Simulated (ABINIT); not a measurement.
**Sn3Se in ABINIT: the effect of functional**

The system is Sn3Se.

```xyz
4
Lattice="0.0000 3.7331 3.7331 3.7331 0.0000 3.7331 3.7331 3.7331 0.0000" Properties=species:S:1:pos:R:3 pbc="T T T"
Sn    3.7331    3.7331    3.7331
Sn    5.5997    5.5997    5.5997
Sn    1.8666    1.8666    1.8666
Se    0.0000    0.0000    0.0000
```

The cell comes from a database or a generator and needn't be the stable form of this composition.

Alike in all runs:

| Quantity | Value |
| --- | --- |
| Program | ABINIT 10.8.3 (patched build) |
| Task | band structure |
| k mesh | 6 × 6 × 6 |
| Occupations | fermi-dirac, width 0.05 eV |
| Spin | no spin polarisation |

```tsv
functional	potentials or basis	cutoff	pressure (GPa)
PBEsol	PseudoDojo NC SR PBEsol v0.4.1 standard	1170 eV	-3.1
LDA	JTH PAW LDA v2.0	599 eV	?
r2SCAN	JTH PAW PBE v2.0	707 eV	-1.6
```

Task: What does the run with functional LDA give?

Result: Pressure -4.5 GPa.

Caveats: the PAW data sets were made with another functional, which shifts forces and pressure a little (some runs).

The runs don't all hold the same shells in valence.

Runs at the PBE level aren't shown here.
